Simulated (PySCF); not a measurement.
# Ge⁻, Ge, Ge⁺: electron affinity and ionisation energies with spin-orbit coupling

Each state of germanium is computed at each level; their differences give the electron affinity and ionisation energy. How far do the methods differ?

Method: two-component X2C-1e, generalised determinants. Code: PySCF 2.14.0.

### Step 1. What is computed

* Element: germanium (Z = 32)
* Basis: x2c-SVPall-2c with one added diffuse shell each of s, p, d type (6s7p4d, 47 functions)
* Hamiltonian: two-component X2C-1e, Gaussian nucleus, no Breit or QED terms; spin-orbit coupling, run by run: off; screened by Boettger's factors
* Core shells frozen in the correlated runs: [Ne] (for Ge⁻)
* State 1: Ge⁻: [Ar] 3d10 4s2 4p3; 4p1/2 filled at m_j = -1/2, +1/2; 4p3/2 filled at m_j = +3/2
* State 2: Ge: [Ar] 3d10 4s2 4p2; 4p1/2 filled at m_j = -1/2, +1/2
* State 3: Ge⁺: [Ar] 3d10 4s2 4p1; 4p1/2 filled at m_j = +1/2
* Methods: GHF, GMP2

The outer shells:

Ge- [Ar] 3d10 4s2 4p3
```
[Ar] core
3d [↑↓][↑↓][↑↓][↑↓][↑↓]
4s [↑↓]
4p [↑ ][↑ ][↑ ]
```

Ge [Ar] 3d10 4s2 4p2
```
[Ar] core
3d [↑↓][↑↓][↑↓][↑↓][↑↓]
4s [↑↓]
4p [↑ ][↑ ][  ]
```

Ge+ [Ar] 3d10 4s2 4p1
```
[Ar] core
3d [↑↓][↑↓][↑↓][↑↓][↑↓]
4s [↑↓]
4p [↑ ][  ][  ]
```

All steps ran in one process of a driver on top of PySCF, which takes the settings above as its task.

It was started by

```
$ OMP_NUM_THREADS=1 python sorun2.py TASK.json OUT
```

The integrals over 47 functions and the set-up took 0.39 s of CPU time.

### Step 2. Ge⁻: the ladder of methods

Level: GHF (spin-free).

What it wrote:

```text
cycle= 1 E= -2096.6814448612  delta_E= -2.1e+03  |FDS-SDF|= 0.0199
cycle= 2 E= -2096.7152723196  delta_E= -0.0338  |FDS-SDF|= 0.0117
cycle= 3 E= -2096.7180052885  delta_E= -0.00273  |FDS-SDF|= 0.00332
cycle= 4 E= -2096.7188708466  delta_E= -0.000866  |FDS-SDF|= 0.00099
cycle= 5 E= -2096.7190535796  delta_E= -0.000183  |FDS-SDF|= 0.000327
cycle= 6 E= -2096.7190602101  delta_E= -6.63e-06  |FDS-SDF|= 4.54e-05
cycle= 7 E= -2096.7190605298  delta_E= -3.2e-07  |FDS-SDF|= 1.16e-05
cycle= 8 E= -2096.7190605506  delta_E= -2.08e-08  |FDS-SDF|= 1.47e-06
cycle= 9 E= -2096.7190605508  delta_E= -2.13e-10  |FDS-SDF|= 2.17e-07
```

Time after the integrals: 0.35 s (1 thread of Intel Xeon 6975P-C, shared host).

Occupied spinors (without spin-orbit coupling the j labels only name the start):

| spinor shell | electrons | mean energy (eV) | weight of the nominal j | rms radius (bohr) |
| --- | --- | --- | --- | --- |
| 1s1/2 | 2 | -11168.0 | 1.000 | 0.0542 |
| 2s1/2 | 2 | -1446.2 | 1.000 | 0.227 |
| 2p1/2 | 2 | -1258.6 | 0.667 | 0.203 |
| 2p3/2 | 4 | -1258.6 | 0.833 | 0.203 |
| 3s1/2 | 2 | -194.59 | 1.000 | 0.669 |
| 3p3/2 | 4 | -134.91 | 0.833 | 0.701 |
| 3p1/2 | 2 | -134.91 | 0.667 | 0.701 |
| 3d3/2 | 4 | -36.722 | 0.700 | 0.818 |
| 3d5/2 | 6 | -36.722 | 0.800 | 0.818 |
| 4s1/2 | 2 | -9.034 | 1.000 | 2.47 |
| 4p1/2 | 2 | -1.597 | 0.500 | 3.72 |
| 4p3/2 | 1 | -1.597 | 1.000 | 3.72 |

M_J = 3/2, ⟨J²⟩ = 3.753, ⟨L²⟩ = 0.000, ⟨S²⟩ = 3.753.

Level: GMP2 (spin-free).

This step left no log, only its results.

It took 0.22 s on 1 thread of Intel Xeon 6975P-C, shared host, the integrals not counted.

With 23 electrons correlated, the MP2 correlation energy is -0.32556 hartree. Largest pairs: 3d3/2-3d5/2 -0.0671, 3d5/2-3d5/2 -0.0449, 3d5/2-3p3/2 -0.0340, 3d3/2-3p3/2 -0.0236, 4p1/2-4s1/2 -0.0225.

Level: GHF (screened spin-orbit).

What it wrote:

```text
cycle= 1 E= -2096.7423514788  delta_E= -2.1e+03  |FDS-SDF|= 0.0201
cycle= 2 E= -2096.7765819992  delta_E= -0.0342  |FDS-SDF|= 0.0117
cycle= 3 E= -2096.7793499023  delta_E= -0.00277  |FDS-SDF|= 0.00342
cycle= 4 E= -2096.7802315813  delta_E= -0.000882  |FDS-SDF|= 0.00106
cycle= 5 E= -2096.7804276849  delta_E= -0.000196  |FDS-SDF|= 0.000406
cycle= 6 E= -2096.7804402950  delta_E= -1.26e-05  |FDS-SDF|= 0.000158
cycle= 7 E= -2096.7804433508  delta_E= -3.06e-06  |FDS-SDF|= 6.68e-05
cycle= 8 E= -2096.7804440071  delta_E= -6.56e-07  |FDS-SDF|= 2.05e-05
cycle= 9 E= -2096.7804440727  delta_E= -6.57e-08  |FDS-SDF|= 5.88e-06
cycle= 10 E= -2096.7804440763  delta_E= -3.6e-09  |FDS-SDF|= 4.51e-06
cycle= 11 E= -2096.7804440794  delta_E= -3.1e-09  |FDS-SDF|= 3.38e-06
cycle= 12 E= -2096.7804440833  delta_E= -3.84e-09  |FDS-SDF|= 8.56e-07
cycle= 13 E= -2096.7804440834  delta_E= -1.61e-10  |FDS-SDF|= 4.37e-07
```

It took 1 s on 1 thread of Intel Xeon 6975P-C, shared host, the integrals not counted.

The outer occupied spinors:

| spinor shell | electrons | mean energy (eV) | weight of the nominal j | rms radius (bohr) |
| --- | --- | --- | --- | --- |
| 3s1/2 | 2 | -194.58 | 1.000 | 0.669 |
| 3p1/2 | 2 | -138.03 | 0.999 | 0.694 |
| 3p3/2 | 4 | -133.39 | 1.000 | 0.704 |
| 3d3/2 | 4 | -37.109 | 0.994 | 0.815 |
| 3d5/2 | 6 | -36.459 | 0.996 | 0.819 |
| 4s1/2 | 2 | -9.032 | 1.000 | 2.47 |
| 4p1/2 | 2 | -1.635 | 0.525 | 3.70 |
| 4p3/2 | 1 | -1.519 | 1.000 | 3.76 |

M_J = 3/2, ⟨J²⟩ = 3.753, ⟨L²⟩ = 0.005, ⟨S²⟩ = 3.750. A second start ended at -2096.72890 hartree. Rows whose weight is well below 1 mix j = l ± 1/2: exchange competes with spin-orbit coupling there.

Level: GMP2 (screened spin-orbit).

This step left no log, only its results.

It took 0.17 s on 1 thread of Intel Xeon 6975P-C, shared host, the integrals not counted.

With 23 electrons correlated, the MP2 correlation energy is -0.32559 hartree. Largest pairs: 3d3/2-3d5/2 -0.0680, 3d5/2-3d5/2 -0.0448, 3d5/2-3p3/2 -0.0340, 3d3/2-3p3/2 -0.0243, 4p1/2-4s1/2 -0.0225.

### Step 3. Ge: the ladder of methods

Level: GHF (spin-free).

What it wrote:

```text
cycle= 1 E= -2096.6047472405  delta_E= -2.1e+03  |FDS-SDF|= 0.028
cycle= 2 E= -2096.6761771058  delta_E= -0.0714  |FDS-SDF|= 0.0148
cycle= 3 E= -2096.6828761453  delta_E= -0.0067  |FDS-SDF|= 0.00577
cycle= 4 E= -2096.6850134083  delta_E= -0.00214  |FDS-SDF|= 0.00125
cycle= 5 E= -2096.6851758697  delta_E= -0.000162  |FDS-SDF|= 0.000339
cycle= 6 E= -2096.6851826062  delta_E= -6.74e-06  |FDS-SDF|= 6.97e-05
cycle= 7 E= -2096.6851829241  delta_E= -3.18e-07  |FDS-SDF|= 1.15e-05
cycle= 8 E= -2096.6851829314  delta_E= -7.35e-09  |FDS-SDF|= 1.36e-06
cycle= 9 E= -2096.6851829316  delta_E= -1.71e-10  |FDS-SDF|= 3.23e-07
```

Time after the integrals: 0.39 s (1 thread of Intel Xeon 6975P-C, shared host).

Occupied spinors (without spin-orbit coupling the j labels only name the start):

| spinor shell | electrons | mean energy (eV) | weight of the nominal j | rms radius (bohr) |
| --- | --- | --- | --- | --- |
| 1s1/2 | 2 | -11174.9 | 1.000 | 0.0542 |
| 2s1/2 | 2 | -1453.1 | 1.000 | 0.227 |
| 2p1/2 | 2 | -1265.5 | 0.667 | 0.203 |
| 2p3/2 | 4 | -1265.4 | 0.833 | 0.203 |
| 3s1/2 | 2 | -201.47 | 1.000 | 0.668 |
| 3p1/2 | 2 | -141.87 | 0.667 | 0.701 |
| 3p3/2 | 4 | -141.73 | 0.833 | 0.701 |
| 3d3/2 | 4 | -43.629 | 0.700 | 0.818 |
| 3d5/2 | 6 | -43.569 | 0.800 | 0.816 |
| 4s1/2 | 2 | -15.432 | 0.999 | 2.36 |
| 4p1/2 | 2 | -7.839 | 0.500 | 3.11 |

M_J = 0, ⟨J²⟩ = 2.011, ⟨L²⟩ = 2.007, ⟨S²⟩ = 2.003.

Level: GMP2 (spin-free).

This step left no log, only its results.

It took 0.21 s on 1 thread of Intel Xeon 6975P-C, shared host, the integrals not counted.

With 22 electrons correlated, the MP2 correlation energy is -0.31191 hartree. Largest pairs: 3d3/2-3d5/2 -0.0671, 3d5/2-3d5/2 -0.0447, 3d5/2-3p3/2 -0.0344, 4p1/2-4s1/2 -0.0266, 3d3/2-3p3/2 -0.0240.

Level: GHF (screened spin-orbit).

What it wrote:

```text
cycle= 1 E= -2096.6667429425  delta_E= -2.1e+03  |FDS-SDF|= 0.0284
cycle= 2 E= -2096.7395645773  delta_E= -0.0728  |FDS-SDF|= 0.015
cycle= 3 E= -2096.7464083616  delta_E= -0.00684  |FDS-SDF|= 0.00587
cycle= 4 E= -2096.7485955635  delta_E= -0.00219  |FDS-SDF|= 0.00138
cycle= 5 E= -2096.7487922411  delta_E= -0.000197  |FDS-SDF|= 0.000538
cycle= 6 E= -2096.7488190659  delta_E= -2.68e-05  |FDS-SDF|= 0.000325
cycle= 7 E= -2096.7488352052  delta_E= -1.61e-05  |FDS-SDF|= 0.000216
cycle= 8 E= -2096.7488459166  delta_E= -1.07e-05  |FDS-SDF|= 0.000163
cycle= 9 E= -2096.7488504158  delta_E= -4.5e-06  |FDS-SDF|= 0.000151
cycle= 10 E= -2096.7488646046  delta_E= -1.42e-05  |FDS-SDF|= 0.000113
cycle= 11 E= -2096.7488801897  delta_E= -1.56e-05  |FDS-SDF|= 1.93e-05
cycle= 12 E= -2096.7488802718  delta_E= -8.21e-08  |FDS-SDF|= 6.56e-06
cycle= 13 E= -2096.7488802864  delta_E= -1.46e-08  |FDS-SDF|= 1.67e-06
cycle= 14 E= -2096.7488802868  delta_E= -4.32e-10  |FDS-SDF|= 4.48e-07
```

Time after the integrals: 0.74 s (1 thread of Intel Xeon 6975P-C, shared host).

The outer occupied spinors:

| spinor shell | electrons | mean energy (eV) | weight of the nominal j | rms radius (bohr) |
| --- | --- | --- | --- | --- |
| 2p3/2 | 4 | -1254.8 | 1.000 | 0.204 |
| 3s1/2 | 2 | -201.42 | 1.000 | 0.668 |
| 3p1/2 | 2 | -144.90 | 0.999 | 0.694 |
| 3p3/2 | 4 | -140.18 | 0.999 | 0.704 |
| 3d3/2 | 4 | -43.954 | 0.990 | 0.816 |
| 3d5/2 | 6 | -43.277 | 0.993 | 0.818 |
| 4s1/2 | 2 | -15.408 | 0.999 | 2.36 |
| 4p1/2 | 2 | -7.861 | 0.549 | 3.10 |

M_J = 0, ⟨J²⟩ = 1.736, ⟨L²⟩ = 2.009, ⟨S²⟩ = 1.995. A second start ended at -2096.72164 hartree. Rows whose weight is well below 1 mix j = l ± 1/2: exchange competes with spin-orbit coupling there.

The determinant has a definite M_J but mixes levels of different J.

Level: GMP2 (screened spin-orbit).

No log was kept for this step.

Time after the integrals: 0.17 s (1 thread of Intel Xeon 6975P-C, shared host).

With 22 electrons correlated, the MP2 correlation energy is -0.31193 hartree. Largest pairs: 3d3/2-3d5/2 -0.0679, 3d5/2-3d5/2 -0.0446, 3d5/2-3p3/2 -0.0345, 4p1/2-4s1/2 -0.0265, 3d3/2-3p3/2 -0.0247.

### Step 4. Ge⁺, method by method

Level: GHF (spin-free).

What it wrote:

```text
cycle= 1 E= -2096.4038257258  delta_E= -2.1e+03  |FDS-SDF|= 0.0151
cycle= 2 E= -2096.4130682655  delta_E= -0.00924  |FDS-SDF|= 0.00685
cycle= 3 E= -2096.4146996844  delta_E= -0.00163  |FDS-SDF|= 0.00334
cycle= 4 E= -2096.4148768120  delta_E= -0.000177  |FDS-SDF|= 0.000674
cycle= 5 E= -2096.4149244558  delta_E= -4.76e-05  |FDS-SDF|= 0.000641
cycle= 6 E= -2096.4150036225  delta_E= -7.92e-05  |FDS-SDF|= 0.000613
cycle= 7 E= -2096.4155807927  delta_E= -0.000577  |FDS-SDF|= 0.000734
cycle= 8 E= -2096.4155886601  delta_E= -7.87e-06  |FDS-SDF|= 0.00056
cycle= 9 E= -2096.4156856464  delta_E= -9.7e-05  |FDS-SDF|= 0.000938
cycle= 10 E= -2096.4156979966  delta_E= -1.24e-05  |FDS-SDF|= 0.000686
cycle= 11 E= -2096.4157111107  delta_E= -1.31e-05  |FDS-SDF|= 0.000132
cycle= 12 E= -2096.4157117288  delta_E= -6.18e-07  |FDS-SDF|= 3.56e-05
cycle= 13 E= -2096.4157117647  delta_E= -3.6e-08  |FDS-SDF|= 4.46e-06
cycle= 14 E= -2096.4157117653  delta_E= -5.75e-10  |FDS-SDF|= 3.17e-07
```

It took 0.51 s on 1 thread of Intel Xeon 6975P-C, shared host, the integrals not counted.

Occupied spinors (without spin-orbit coupling the j labels only name the start):

| spinor shell | electrons | mean energy (eV) | weight of the nominal j | rms radius (bohr) |
| --- | --- | --- | --- | --- |
| 1s1/2 | 2 | -11184.1 | 1.000 | 0.0542 |
| 2s1/2 | 2 | -1462.2 | 1.000 | 0.227 |
| 2p1/2 | 2 | -1274.7 | 0.768 | 0.203 |
| 2p3/2 | 4 | -1274.6 | 0.884 | 0.203 |
| 3s1/2 | 2 | -210.63 | 1.000 | 0.668 |
| 3p1/2 | 2 | -150.93 | 0.746 | 0.701 |
| 3p3/2 | 4 | -150.87 | 0.873 | 0.701 |
| 3d3/2 | 4 | -52.779 | 0.811 | 0.817 |
| 3d5/2 | 6 | -52.690 | 0.874 | 0.813 |
| 4s1/2 | 2 | -23.438 | 0.996 | 2.24 |
| 4p1/2 | 1 | -15.621 | 0.903 | 2.80 |

M_J = 1/2, ⟨J²⟩ = 1.055, ⟨L²⟩ = 2.042, ⟨S²⟩ = 0.764.

Level: GMP2 (spin-free).

This step left no log, only its results.

It took 0.16 s on 1 thread of Intel Xeon 6975P-C, shared host, the integrals not counted.

With 21 electrons correlated, the MP2 correlation energy is -0.29504 hartree. Largest pairs: 3d3/2-3d5/2 -0.0691, 3d5/2-3d5/2 -0.0430, 3d5/2-3p3/2 -0.0357, 3d3/2-3p3/2 -0.0241, 4s1/2-4s1/2 -0.0191.

Level: GHF (screened spin-orbit).

What it wrote:

```text
cycle= 1 E= -2096.4703249686  delta_E= -2.1e+03  |FDS-SDF|= 0.0154
cycle= 2 E= -2096.4798487183  delta_E= -0.00952  |FDS-SDF|= 0.00684
cycle= 3 E= -2096.4815134701  delta_E= -0.00166  |FDS-SDF|= 0.00322
cycle= 4 E= -2096.4816728143  delta_E= -0.000159  |FDS-SDF|= 0.000675
cycle= 5 E= -2096.4817167483  delta_E= -4.39e-05  |FDS-SDF|= 0.000608
cycle= 6 E= -2096.4817989880  delta_E= -8.22e-05  |FDS-SDF|= 0.000541
cycle= 7 E= -2096.4820753667  delta_E= -0.000276  |FDS-SDF|= 0.000335
cycle= 8 E= -2096.4820791276  delta_E= -3.76e-06  |FDS-SDF|= 0.000186
cycle= 9 E= -2096.4820861539  delta_E= -7.03e-06  |FDS-SDF|= 8.48e-05
cycle= 10 E= -2096.4820864300  delta_E= -2.76e-07  |FDS-SDF|= 3.97e-06
cycle= 11 E= -2096.4820864304  delta_E= -3.92e-10  |FDS-SDF|= 2.01e-06
```

Time after the integrals: 0.43 s (1 thread of Intel Xeon 6975P-C, shared host).

The outer occupied spinors:

| spinor shell | electrons | mean energy (eV) | weight of the nominal j | rms radius (bohr) |
| --- | --- | --- | --- | --- |
| 2p3/2 | 4 | -1263.9 | 1.000 | 0.204 |
| 3s1/2 | 2 | -210.55 | 1.000 | 0.668 |
| 3p1/2 | 2 | -154.03 | 1.000 | 0.694 |
| 3p3/2 | 4 | -149.25 | 1.000 | 0.705 |
| 3d3/2 | 4 | -53.067 | 0.998 | 0.814 |
| 3d5/2 | 6 | -52.375 | 0.999 | 0.816 |
| 4s1/2 | 2 | -23.397 | 0.996 | 2.25 |
| 4p1/2 | 1 | -15.763 | 0.972 | 2.77 |

M_J = 1/2, ⟨J²⟩ = 0.848, ⟨L²⟩ = 2.043, ⟨S²⟩ = 0.765.

Level: GMP2 (screened spin-orbit).

The driver printed no log here.

It took 0.16 s on 1 thread of Intel Xeon 6975P-C, shared host, the integrals not counted.

With 21 electrons correlated, the MP2 correlation energy is -0.29518 hartree. Largest pairs: 3d3/2-3d5/2 -0.0671, 3d5/2-3d5/2 -0.0445, 3d5/2-3p3/2 -0.0352, 3d3/2-3p3/2 -0.0251, 4s1/2-4s1/2 -0.0189.

### Step 5. The energy differences

Electron affinity: Ge⁻ [Ar] 3d10 4s2 4p3 [4p1/2^2 4p3/2^1, M_J = 3/2] → Ge [Ar] 3d10 4s2 4p2 [4p1/2^2, M_J = 0].

| method | value (eV) | less the reference (eV) | CPU time, both states (s) |
| --- | --- | --- | --- |
| GHF (spin-free) | 0.922 | -0.311 | 0.74 |
| GMP2 (spin-free) | 1.293 | +0.061 | 1.2 |
| GHF (screened spin-orbit) | 0.859 | -0.374 | 1.8 |
| GMP2 (screened spin-orbit) | 1.231 | -0.002 | 2.1 |

Reference: 1.233 eV (measured; CRC Handbook (2014) and Andersen, Phys. Rep. 394, 157 (2004), with later updates, as tabulated in the mendeleev Python package). The spin-free rows have the spin-orbit operator switched off. The determinant of Ge mixes levels of different J (the jj label is only the starting occupation), so the difference between spin-free and spin-orbit rows is not the physical spin-orbit shift.

Ionisation energy: Ge [Ar] 3d10 4s2 4p2 [4p1/2^2, M_J = 0] → Ge⁺ [Ar] 3d10 4s2 4p1 [4p1/2^1, M_J = 1/2].

| method | value (eV) | less the reference (eV) | CPU time, both states (s) |
| --- | --- | --- | --- |
| GHF (spin-free) | 7.333 | -0.567 | 0.9 |
| GMP2 (spin-free) | 7.792 | -0.108 | 1.3 |
| GHF (screened spin-orbit) | 7.260 | -0.640 | 1.2 |
| GMP2 (screened spin-orbit) | 7.715 | -0.184 | 1.5 |

Reference: 7.899 eV (measured; NIST Atomic Spectra Database, ionization energies). The spin-free rows have the spin-orbit operator switched off. The determinant of Ge mixes levels of different J (the jj label is only the starting occupation), so the difference between spin-free and spin-orbit rows is not the physical spin-orbit shift.

Times are CPU seconds on a shared host without the integrals; correlated rows include their Hartree-Fock run.

### Step 6. What came out

| quantity | value |
| --- | --- |
| electron affinity, Ge | GHF (spin-free) 0.922, GMP2 (screened spin-orbit) 1.231 eV; reference 1.233 |
| ionisation energy, Ge | GHF (spin-free) 7.333, GMP2 (screened spin-orbit) 7.715 eV; reference 7.899 |

What this shows: For the first difference the methods span 0.435 eV, from GHF (screened spin-orbit) (0.859) to GMP2 (spin-free) (1.293). The reference is uncertain or not like for like (spin-orbit coupling or other relativistic terms), so no ranking of close methods is drawn. The basis is finite, and no extrapolation was made.
